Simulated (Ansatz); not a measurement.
# Ca (fcc type): how the settings move a single-point run

How sensitive is a single-point run of Ca (fcc type) to its settings? A reference run comes first, then one run with altered input.

Computed with Ansatz 0.2.0 (reference: DFT, LDA, PAW with Ansatz's default frozen-core files, scalar-relativistic, unless a step's input says otherwise).

## Step 1: Starting point

The structure is cubic, space group Fm-3m (No. 225). The conventional cell has a = 4.378 Å, b = 4.378 Å, c = 4.378 Å, α = 90.00°, β = 90.00°, γ = 90.00°. Around Ca (site symmetry m-3m) lie 12 Ca at 3.10 Å.

Coordinates:

```
Ca
1.0
     0.00000    2.18879    2.18879
     2.18879    0.00000    2.18879
     2.18879    2.18879    0.00000
Ca
1
Direct
  0.00000 0.00000 0.00000
```

## Step 2: Reference

input.yaml

```yaml
crystal:
  lattice:
    - [0.0, 2.1887876501, 2.1887876501]
    - [2.1887876501, 0.0, 2.1887876501]
    - [2.1887876501, 2.1887876501, 0.0]
  atoms:
    - { symbol: Ca, position: [0.0, 0.0, 0.0] }
kpoints:
  mp_grid: { grid: [12, 12, 12] }
scf:
  occupations: { method: fermi_dirac, width: 0.08 }
hamiltonian:
  xc: lda
  pseudopotentials: { kind: paw }
output:
  forces: true
  stress: true
  eigenvalues: true
  populations: true
```

Launch:

```sh
ansatz run input.yaml --threads 1 --pin off --max-ram 2048MiB --backend cpu --events-out ev --progress --plain --runs-dir out
```

## Step 3: Variant: xc_grid 1, ecutwfc 51.4 Ry

input.yaml, as its differences from that of step 2:

```diff
@@ -19 +19,4 @@
   populations: true
+basis:
+  xc_grid: 1
+  ecutwfc: "51.4 Ry"
```

What does the calculation give? Wanted: for each run, ending; energy change; pressure; gap; force.

As calculated:

| run | ending | energy change | pressure (GPa) | gap (eV) | force (eV/Å) | cycles | time |
| --- | --- | --- | --- | --- | --- | --- | --- |
| reference | converged | 0 | 27.7 | 0.00 | 0.00 | 6 | 1.4 s |
| 1: xc_grid 1, ecutwfc 51.4 Ry | converged | -0.2 meV/atom | 27.7 | 0.00 | 0.00 | 6 | 2.5 s |

Residual by cycle in the longest SCF loop of each run; runs are numbered as in the table. The quantity is the density residual dr2, in eV.

| cycle | reference | run 1 |
| --- | --- | --- |
| 1 | 0.00348 | 0.00349 |
| 2 | 8.2e-4 | 8.4e-4 |
| 3 | 5.1e-5 | 5.9e-5 |
| 4 | 9.8e-5 | 8.3e-5 |
| 5 | 1.7e-6 | 1.5e-6 |
| 6 | 4.4e-9 | 4.0e-9 |

**Reading.** Changing the cutoff leaves the energy as it was (-0.2 meV/atom). Cost: 2.5 s against 1.4 s. The structure is not at rest: the sound run finds 28 GPa, so these are no properties of the relaxed crystal. 
